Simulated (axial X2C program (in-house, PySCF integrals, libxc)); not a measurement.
# TeSn⁺: bond curves with and without spin–orbit coupling, part 1 of 2

Aim: find the lowest determinant of TeSn⁺, scan the bond at several levels and fit the constants, once spin-free and once with spin–orbit coupling.

Method: all-electron X2C, Te dyall-cv3z, Sn dyall-cv3z; program: an in-house X2C program for linear molecules on PySCF integrals.

All values are calculated.

## (1) Input

Contents of task.json:

```json
{
 "zs": [
  52,
  50
 ],
 "q": 1,
 "bas": [
  "dyall-cv3z",
  "dyall-cv3z"
 ],
 "levels": [
  "PBE0",
  "HF",
  "TPSS"
 ],
 "cc": true,
 "r0": 2.58,
 "thr": -1.0,
 "nmax": 90,
 "npts": 10,
 "nst": 2,
 "ntry": 6
}
```

Keys: zs atomic numbers; q charge; bas basis sets; levels methods (HF also brings MP2); cc coupled cluster on or off; r0 starting distance in Å; thr threshold in hartree for freezing inner shells (an s shell follows its p shell); nmax most natural virtual spinors; npts points asked for on the curve; nst determinants followed; ntry starts of the search.

Started as:

```
python so2c.py task.json out
```

Spin-free means the one-electron spin-free X2C Hamiltonian; two-component (2c) means X2C with spin–orbit coupling and atomic mean-field two-electron Coulomb and Gaunt terms. Basis: Te dyall-cv3z contracted to [11s12p8d4f1g], Sn dyall-cv3z contracted to [11s12p9d4f1g]; Gaussian nuclei, density fitting. Masses: Te 129.906 u, Sn 119.902 u.

Notation: σ, π±, δ± give the projection m of an orbital's angular momentum (0, ±1, ±2), α and β its spin, Λ and M_S the sums; ω is the projection of a spinor's total angular momentum and Ω the sum. Logs are in hartree.

The results follow Hamiltonian by Hamiltonian and level by level.

## (2) Search for the lowest determinant

PBE0 moves the distance from 2.580 Å to 2.690 Å and compares determinants there.

Spin-free determinants:

| ΔE (eV) | state | open shells |
| --- | --- | --- |
| 0.00 | M_S = 1/2, Λ = 1 | beyond closed shells: π+α, π+β, π-α |
| 0.67 | M_S = 1/2, Λ = 0 | beyond closed shells: σα |
| 1.94 | M_S = 3/2, Λ = 1 | beyond closed shells: 2 × π+α, π-α |
| 2.31 | M_S = 3/2, Λ = 0 | beyond closed shells: σα, π+α, π+β, 2 × π-α |
| 2.31 | M_S = 3/2, Λ = 2 | beyond closed shells: σα, 2 × π+α, π+β, π-α |
| 2.67 | M_S = 1/2, Λ = 2 | beyond closed shells: σα, π+α, 2 × π+β, π-α |
| 2.76 | M_S = 1/2, Λ = 2 | beyond closed shells: σβ, 2 × π+α, π+β, π-α |

Two-component determinants:

```json
{"ΔE (eV)": "0.00", "state": "Ω = 3/2", "open shells": "excess of +ω over −ω: ω = 3/2"}
{"ΔE (eV)": "0.43", "state": "Ω = 1/2", "open shells": "excess of +ω over −ω: ω = 1/2"}
{"ΔE (eV)": "1.97", "state": "Ω = 1/2", "open shells": "excess of +ω over −ω: 2 × ω = -1/2, ω = 3/2"}
{"ΔE (eV)": "2.32", "state": "Ω = 5/2", "open shells": "excess of +ω over −ω: ω = -1/2, 2 × ω = 3/2"}
{"ΔE (eV)": "2.41", "state": "Ω = 5/2", "open shells": "excess of +ω over −ω: 2 × ω = 1/2, ω = 3/2"}
{"ΔE (eV)": "2.48", "state": "Ω = 7/2", "open shells": "excess of +ω over −ω: ω = 1/2, 2 × ω = 3/2"}
{"ΔE (eV)": "2.53", "state": "Ω = 1/2", "open shells": "excess of +ω over −ω: ω = 1/2"}
```

## (3) PBE0, spin-free

State followed: M_S = 1/2, Λ = 1 (beyond closed shells: π+α, π+β, π-α). The scan is laid around 2.690 Å, a first estimate of the minimum, and this SCF restarts from the orbitals of the search.

Output at 2.690 Å:

```text
spin-free X2C-1e  PBE0
basis functions 253  fitting functions 1280  grid points 5803
iter        total energy     max residual
   1     -12969.493205588     3.78e-06
   2     -12969.493205588     7.28e-06
converged
one-electron -18812.69815333  Coulomb 5675.21863770  exact exchange -84.63314204  xc functional -258.85294509  nuclear repulsion 511.47239717
```

Along the bond, energies from the lowest point:

| R (Å) | E (eV) | μ (D) | HOMO (eV) | LUMO (eV) | iterations |
| --- | --- | --- | --- | --- | --- |
| 2.340 | 0.9427 | 1.35 | -12.70 | -11.09 | 12 |
| 2.448 | 0.3839 | 1.87 | -12.65 | -10.78 | 12 |
| 2.529 | 0.1482 | 2.26 | -12.41 | -10.56 | 12 |
| 2.609 | 0.0294 | 2.65 | -12.18 | -10.36 | 12 |
| 2.690 | 0.0000 | 3.03 | -11.96 | -10.17 | 2 |
| 2.784 | 0.0492 | 3.45 | -11.73 | -9.97 | 12 |
| 2.878 | 0.1630 | 3.84 | -11.51 | -9.79 | 12 |
| 2.999 | 0.3702 | 4.25 | -11.25 | -9.59 | 13 |
| 3.147 | 0.6701 | 4.52 | -10.97 | -9.41 | 15 |
| 3.362 | 1.1034 | 4.31 | -10.68 | -9.20 | 16 |

Dipoles are positive if Sn is the positive end and refer to the centre of mass.

Outer orbitals at the reference distance:

```json
{"symmetry": "π+β", "occupied": "yes", "ε (eV)": "-35.27", "atomic character": "100% Sn d"}
{"symmetry": "π+α", "occupied": "yes", "ε (eV)": "-35.27", "atomic character": "100% Sn d"}
{"symmetry": "π-α", "occupied": "yes", "ε (eV)": "-35.27", "atomic character": "100% Sn d"}
{"symmetry": "π-β", "occupied": "yes", "ε (eV)": "-35.26", "atomic character": "100% Sn d"}
{"symmetry": "σβ", "occupied": "yes", "ε (eV)": "-35.25", "atomic character": "100% Sn d"}
{"symmetry": "σα", "occupied": "yes", "ε (eV)": "-35.25", "atomic character": "100% Sn d"}
{"symmetry": "σα", "occupied": "yes", "ε (eV)": "-23.01", "atomic character": "76% Te s, 10% Sn s, 8% Sn p"}
{"symmetry": "σβ", "occupied": "yes", "ε (eV)": "-22.12", "atomic character": "72% Te s, 13% Sn s, 8% Sn p"}
{"symmetry": "σα", "occupied": "yes", "ε (eV)": "-17.94", "atomic character": "69% Sn s, 17% Te p, 10% Te s"}
{"symmetry": "σβ", "occupied": "yes", "ε (eV)": "-17.79", "atomic character": "67% Sn s, 16% Te p, 13% Te s"}
{"symmetry": "σα", "occupied": "yes", "ε (eV)": "-12.82", "atomic character": "50% Te p, 35% Sn p, 11% Sn s"}
{"symmetry": "π+α", "occupied": "yes", "ε (eV)": "-12.79", "atomic character": "82% Te p, 12% Sn p, 4% Sn d"}
{"symmetry": "π-α", "occupied": "yes", "ε (eV)": "-12.79", "atomic character": "82% Te p, 12% Sn p, 4% Sn d"}
{"symmetry": "σβ", "occupied": "yes", "ε (eV)": "-12.61", "atomic character": "49% Te p, 37% Sn p, 10% Sn s"}
{"symmetry": "π+β", "occupied": "yes", "ε (eV)": "-11.96", "atomic character": "73% Te p, 22% Sn p, 3% Sn d"}
{"symmetry": "π-β", "occupied": "no", "ε (eV)": "-10.17", "atomic character": "65% Te p, 30% Sn p, 3% Sn d"}
{"symmetry": "π+α", "occupied": "no", "ε (eV)": "-8.38", "atomic character": "83% Sn p, 12% Te p, 4% Te d"}
{"symmetry": "π-α", "occupied": "no", "ε (eV)": "-8.38", "atomic character": "83% Sn p, 12% Te p, 4% Te d"}
{"symmetry": "π+β", "occupied": "no", "ε (eV)": "-8.26", "atomic character": "73% Sn p, 21% Te p, 3% Te d"}
```

PBE0 fields in the half plane through the axis: z from -2.4 to 4.8 Å across, distance from the axis 0.15 to 2.25 Å upwards; Te lies at z = 0 and Sn at z = 2.690 Å; the ELF is damped to zero where the density is low.

log10 density (e/bohr³). Ten even steps from ' ' (-4.52 ) to '@' (1.83 ):
```
      ....::::::::::::::::::::::::::::::......    
  ....::::::--------------::::::::::::::::::....  
  ..::::--------====----------------------::::::..
....::----================----==========------::..
..::::--======++++++++==========++++++====----::::
..::----==++++++**++++++======++******++====----::
::::--====++**######**++++++++**######**++====--::
::::--==++++**%%@@%%**++++++++**%%@@%%**++====--::
```

ELF. Ten even steps from ' ' (0.00 ) to '@' (0.92 ):
```
          ..::::--::::::..            ....        
      ..::--==++++++====--::........::--==--..    
    ..--++**########****++--::..::--++**####**--  
    ::++##%%%%%%########**==--::::--==**%%%%%%##--
  ::==##%%%%##**++++**####++--::::::--==##%%@@@@**
  --**%%%%##==::--::--**##++::::--==----++%%@@@@%%
..==##%%%%++--##%%##::==##++::==##%%##==--##@@@@@@
..==##%%%%--++**%%**++--##++::**--%%==**--**@@@@@@
```

Re = 2.681 Å, ωe = 215.0 cm⁻¹, ωexe = 0.373 cm⁻¹, Be = 0.03761 cm⁻¹, De = 2.89 eV, μ = 2.99 D.

## (4) HF, spin-free

The SCF at the reference distance of 2.690 Å:

```text
spin-free X2C-1e  HF
basis functions 253  fitting functions 1280  grid points 5803
iter        total energy     max residual
   1     -12964.539686636     2.57e-01
   2     -12964.577310918     5.86e-03
   3     -12964.578744416     2.68e-03
   4     -12964.579016000     1.57e-03
   5     -12964.579127620     9.50e-04
   6     -12964.579191082     6.94e-04
   7     -12964.579228090     6.16e-04
   8     -12964.579256056     5.76e-04
   9     -12964.579277432     4.04e-04
  10     -12964.579296846     2.00e-04
  11     -12964.579302307     3.80e-05
  12     -12964.579302690     1.50e-05
  13     -12964.579302713     1.16e-05
  14     -12964.579302727     6.56e-06
  15     -12964.579302734     3.09e-06
  16     -12964.579302736     8.52e-07
  17     -12964.579302736     2.09e-07
converged
one-electron -18810.66854719  Coulomb 5673.28177994  exact exchange -338.66493265  xc functional 0.00000000  nuclear repulsion 511.47239717
```

No constants are quoted: the solution changes its character somewhere along the scan, so the fit is set aside.

## (5) TPSS, spin-free

Output at 2.690 Å:

```text
spin-free X2C-1e  TPSS
basis functions 253  fitting functions 1280  grid points 5803
iter        total energy     max residual
   1     -12969.621118924     1.19e-01
   2     -12969.623208743     6.02e-03
   3     -12969.616629803     1.59e-02
   4     -12969.620322327     1.30e-02
   5     -12969.624260136     3.94e-04
   6     -12969.624261964     2.43e-04
   7     -12969.624263150     4.43e-05
   8     -12969.624263187     1.59e-05
   9     -12969.624263199     6.99e-06
  10     -12969.624263202     2.94e-06
  11     -12969.624263203     1.42e-06
converged
one-electron -18811.46771226  Coulomb 5673.93252754  exact exchange 0.00000000  xc functional -343.56147566  nuclear repulsion 511.47239717
```

Re = 2.706 Å, ωe = 205.2 cm⁻¹, ωexe = 0.387 cm⁻¹, Be = 0.03693 cm⁻¹, De = 3.02 eV, μ = 2.85 D.

## (6) MP2 and beyond, spin-free

Correlated methods: 9 electrons correlated (frozen shells, counted by type: Te 4 s, 3 p, 2 d; Sn 4 s, 3 p, 2 d), 309 virtual spinors in MP2, 90 natural virtuals in coupled cluster.

Output of the correlated part at 2.690 Å:

```text
correlated 9  virtual 309  natural virtual 90  E(MP2) -0.164384818  MP2 remainder -0.005134396
iter   CCSD correlation   residual
   1     -0.176285569   1.28e-01
   2     -0.183031181   5.56e-02
   3     -0.184656515   2.58e-02
   4     -0.184919897   1.36e-02
   5     -0.185100703   6.77e-03
   6     -0.185123878   2.87e-03
   7     -0.185148724   1.24e-03
   8     -0.185153968   5.65e-04
   9     -0.185153785   2.36e-04
  10     -0.185155187   7.67e-05
  11     -0.185155401   2.80e-05
  12     -0.185155728   9.91e-06
  13     -0.185155744   4.40e-06
(T) -0.009752352  T1 0.0404  D1 0.0829  max T2 0.085
```

T1 in the output is the amplitude norm over the root of the electron number; divide by √2 for the Lee–Taylor value.

MP2: No constants are quoted: the reference changes its character somewhere along the scan, so the fit is set aside.

CCSD: No constants are quoted: the reference changes its character somewhere along the scan, so the fit is set aside.

CCSD(T): No constants are quoted: the reference changes its character somewhere along the scan, so the fit is set aside.

## (7) A higher determinant, spin-free

State: M_S = 1/2, Λ = 0 (beyond closed shells: σα).

Output at the reference distance:

```text
spin-free X2C-1e  PBE0
basis functions 253  fitting functions 1280  grid points 5803
iter        total energy     max residual
   1     -12969.468531441     3.92e-05
   2     -12969.468531523     5.98e-05
   3     -12969.468531587     2.54e-05
   4     -12969.468531698     2.04e-05
   5     -12969.468531829     2.97e-06
   6     -12969.468531832     2.29e-06
   7     -12969.468531832     5.91e-07
converged
one-electron -18811.61091989  Coulomb 5674.12249744  exact exchange -84.62182414  xc functional -258.83068241  nuclear repulsion 511.47239717
```

| R (Å) | E above the lowest PBE0 point (eV) |
| --- | --- |
| 2.340 | 0.811 |
| 2.448 | 0.565 |
| 2.529 | 0.524 |
| 2.609 | 0.568 |
| 2.690 | 0.671 |
| 2.784 | 0.843 |
| 2.878 | 1.049 |
| 2.999 | 1.338 |
| 3.147 | 1.676 |

Re = 2.523 Å, ωe = 240.2 cm⁻¹, ωexe = 0.492 cm⁻¹, Be = 0.04248 cm⁻¹, μ = 3.30 D. Te = 0.52 eV.

(Continued in part 2 of 2.)
